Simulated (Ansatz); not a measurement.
# GaP: the cost of one run

Program: Ansatz 0.2.0. Level of theory: DFT HSE06, scalar-relativistic, plane waves, PAW. These are calculated values, not measurements.

**1. The system as given**

Symmetry: F-43m, No. 216, cubic system. The conventional cell has a = 5.520 Å, b = 5.520 Å, c = 5.520 Å, α = 90.00°, β = 90.00°, γ = 90.00°. Ga (site symmetry -43m) is surrounded by 4 P at 2.39 Å. P (site symmetry -43m) is surrounded by 4 Ga at 2.39 Å.

Structure file:

```xyz
2
Lattice="0.0000 2.7598 2.7598 2.7598 0.0000 2.7598 2.7598 2.7598 0.0000" Properties=species:S:1:pos:R:3 pbc="T T T"
Ga    0.0000    0.0000    0.0000
P     1.3799    1.3799    1.3799
```

The cell was made up by rule, so the compound may not exist in this form.

This is a trial structure, the zincblende prototype, and another one may lie lower.

**2. Seeking zero pressure, try 1**

Input file input.yaml:

```yaml
crystal:
  lattice:
    - [0.0, 2.7598497568, 2.7598497568]
    - [2.7598497568, 0.0, 2.7598497568]
    - [2.7598497568, 2.7598497568, 0.0]
  atoms:
    - { symbol: Ga, position: [0.0, 0.0, 0.0] }
    - { symbol: P, position: [0.25, 0.25, 0.25] }
basis:
  ecutwfc: 420
kpoints:
  mp_grid: { grid: [6, 6, 6] }
hamiltonian:
  xc: hse06
scf:
  occupations: { method: gaussian, width: 0.05 }
output:
  forces: true
  stress: true
  eigenvalues: true
```

Launch:

```
> ansatz run input.yaml --threads 4 --pin off --max-ram 12288MiB --backend cpu --events-out ev --progress --plain --runs-dir out
```

**Question.** How long does this run take on 4 threads of Arm Neoverse V1, shared host, and how much memory does it need?

About 11 s, with a peak of 1.2 GiB.
